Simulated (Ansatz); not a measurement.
# YCo: how the settings move a single-point run

How sensitive is a single-point run of YCo to its settings? A reference run comes first, then one run with altered input.

Method: reference: DFT, PBEsol, PAW with Ansatz's default frozen-core files, scalar-relativistic, in Ansatz 0.2.0.

## Step 1: Starting point

The structure is orthorhombic, space group Cmcm (No. 63). The conventional cell has a = 4.135 Å, b = 10.430 Å, c = 3.847 Å, α = 90.00°, β = 90.00°, γ = 90.00°. Y (site symmetry m2m) is surrounded by 7 Co at 2.91 to 3.17 Å. Around Co (site symmetry m2m) lie 2 Co at 2.22 Å.

As a file:

```cif
data_structure
_symmetry_space_group_name_H-M 'Cmcm'
_symmetry_Int_Tables_number 63
_cell_length_a 4.1350
_cell_length_b 10.4303
_cell_length_c 3.8465
_cell_angle_alpha 90.000
_cell_angle_beta 90.000
_cell_angle_gamma 90.000
_cell_volume 165.90
loop_
_atom_site_label
_atom_site_type_symbol
_atom_site_symmetry_multiplicity
_atom_site_Wyckoff_symbol
_atom_site_fract_x
_atom_site_fract_y
_atom_site_fract_z
_atom_site_occupancy
Y1 Y 4 c 0.50000 0.35722 0.25000 1
Co1 Co 4 c 0.50000 0.05321 0.25000 1
```

## Step 2: Baseline

input.yaml

```yaml
crystal:
  lattice:
    - [2.067491779, -5.2151665575, 0.0]
    - [2.067491779, 5.2151665575, 0.0]
    - [0.0, 0.0, 3.84650815]
  atoms:
    - { symbol: "Y", position: [0.14277756, 0.85722244, 0.75] }
    - { symbol: "Y", position: [0.85722244, 0.14277756, 0.25] }
    - { symbol: Co, position: [0.44679314, 0.55320686, 0.75] }
    - { symbol: Co, position: [0.55320686, 0.44679314, 0.25] }
magnetization:
  spin_polarized: true
  initial_magnetization: 0.0
  spin_locking: { lock_magnetization: hard }
kpoints:
  mp_grid: { grid: [9, 9, 9] }
scf:
  occupations: { method: fermi_dirac, width: 0.03 }
  lower_state_search: "off"
hamiltonian:
  xc: pbesol
  pseudopotentials: { kind: paw }
output:
  forces: true
  stress: true
  eigenvalues: true
  write_density: true
  write_potential: true
  elf: true
  volumetric_format: npy
```

Launch:

```console
$ ansatz run input.yaml --threads 2 --pin off --max-ram 6144MiB --backend cpu --events-out ev --progress --plain --runs-dir out
```

## Step 3: Changing settings: mp_grid.grid [11, 11, 11], occupations.method cold, occupations.width 0.2

Edit input.yaml of step 2 so:

```diff
@@ -15,5 +15,5 @@
 kpoints:
-  mp_grid: { grid: [9, 9, 9] }
+  mp_grid: { grid: [11, 11, 11] }
 scf:
-  occupations: { method: fermi_dirac, width: 0.03 }
+  occupations: { method: cold, width: 0.2 }
   lower_state_search: "off"
```

Before running it: what results should come out? Wanted: for each run, ending; energy change; pressure; gap; force.

As calculated:

| run | ending | energy change | pressure (GPa) | gap (eV) | force (eV/Å) | cycles | time |
| --- | --- | --- | --- | --- | --- | --- | --- |
| reference | converged | 0 | -5.3 | 0.00 | 0.09 | 12 | 17 s |
| 1: mp_grid.grid [11, 11, 11], occupations.method cold, occupations.width 0.2 | converged | +1.7 meV/atom (σ→0) | -5.3 | 0.00 | 0.12 | 13 | 35 s |

Residual by cycle in the longest SCF loop of each run; runs are numbered as in the table. The quantity is the density residual dr2, in eV.

| cycle | reference | run 1 |
| --- | --- | --- |
| 1 | 6.68 | 6.82 |
| 2 | 19 | 19.6 |
| 3 | 0.809 | 0.808 |
| 4 | 0.227 | 0.396 |
| 5 | 0.374 | 0.334 |
| 6 | 0.0142 | 0.0419 |
| 8 | 0.00195 | 0.00142 |
| 9 | 8.5e-5 | 1.3e-4 |
| 10 | 1.0e-5 | 1.8e-5 |
| 11 | 1.7e-6 | 4.3e-6 |
| 12 | 3.9e-8 | 8.1e-8 |
| 13 | - | 6.9e-10 |

Changing the k-point mesh and smearing moves the energy by +1.7 meV/atom (σ→0 values), and the largest force goes from 0.09 to 0.12 eV/Å. More than one kind of setting changed, and this run alone doesn't tell their shares apart. Cost: 13 SCF cycles against 12, 35 s against 17 s.
